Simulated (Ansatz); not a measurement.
# C3H11NTi: the cost of one run

The runs use Ansatz 0.2.0, Gaussian basis; the settings change from run to run.

## Step 1: The molecule

The geometry comes from an earlier relaxation with PBE0-D4 in a triple-zeta def2 set; it is a stationary point, not always the lowest conformer.

SMILES `[CH3][Ti]([CH3])([CH3])[NH2]`, 16 atoms, charge 0, spin multiplicity 1.

Atoms are counted from 1 here; the program's logs count them from 0.

Bond lengths: C1–Ti2 2.073 Å, C1–H6 1.095 Å, C1–H7 1.095 Å, C1–H8 1.097 Å, Ti2–C3 2.069 Å, Ti2–C4 2.069 Å, Ti2–N5 1.878 Å, C3–H9 1.096 Å, C3–H10 1.096 Å, C3–H11 1.096 Å, C4–H12 1.096 Å, C4–H13 1.096 Å, C4–H14 1.095 Å, N5–H15 1.011 Å, N5–H16 1.011 Å. Angles: Ti2–C1–H6 111.2°, Ti2–C1–H7 111.0°, Ti2–C1–H8 108.8°, H6–C1–H7 108.3°, H6–C1–H8 108.7°, H7–C1–H8 108.7°, C1–Ti2–C3 107.0°, C1–Ti2–C4 106.7°, C1–Ti2–N5 108.7°, C3–Ti2–C4 110.6°, C3–Ti2–N5 111.9°, C4–Ti2–N5 111.7°, Ti2–C3–H9 110.0°, Ti2–C3–H10 109.6°, Ti2–C3–H11 111.5°, H9–C3–H10 108.6°, H9–C3–H11 108.7°, H10–C3–H11 108.4° and more.

## Step 2: revPBE0/def2-TZVPD

This run has high accuracy.

Contents of in.yaml:

```yaml
crystal:
  periodic: [false, false, false]
  atoms:
    - {symbol: C, position_ang: [-0.777732, 0.302075, -1.781846]}
    - {symbol: Ti, position_ang: [-0.055646, 0.135129, 0.153859]}
    - {symbol: C, position_ang: [2.005966, 0.265605, 0.043107]}
    - {symbol: C, position_ang: [-0.629894, -1.728435, 0.844954]}
    - {symbol: N, position_ang: [-0.790634, 1.517274, 1.191371]}
    - {symbol: H, position_ang: [-1.869826, 0.228738, -1.804406]}
    - {symbol: H, position_ang: [-0.488438, 1.259513, -2.227319]}
    - {symbol: H, position_ang: [-0.357358, -0.509771, -2.387772]}
    - {symbol: H, position_ang: [2.452316, -0.038133, 0.996934]}
    - {symbol: H, position_ang: [2.374367, -0.402171, -0.744236]}
    - {symbol: H, position_ang: [2.332604, 1.285569, -0.187635]}
    - {symbol: H, position_ang: [-0.119187, -1.951705, 1.788629]}
    - {symbol: H, position_ang: [-0.355470, -2.492800, 0.108688]}
    - {symbol: H, position_ang: [-1.711452, -1.780536, 1.011184]}
    - {symbol: H, position_ang: [-0.367681, 2.423713, 1.341584]}
    - {symbol: H, position_ang: [-1.664937, 1.463136, 1.697101]}
basis:
  gaussian: {orbitals: def2-TZVPD}
hamiltonian: {xc: {name: revPBE0}}
accuracy: high
output: {forces: true}
```

On the command line:

```
> ansatz run in.yaml --threads 4 --pin off --events-out ev --progress --plain --max-ram 11315MiB
```

What time and memory should one allow on 4 threads of Intel Xeon 6975P-C, shared host?

About 21 s, with a peak of 3 GiB.
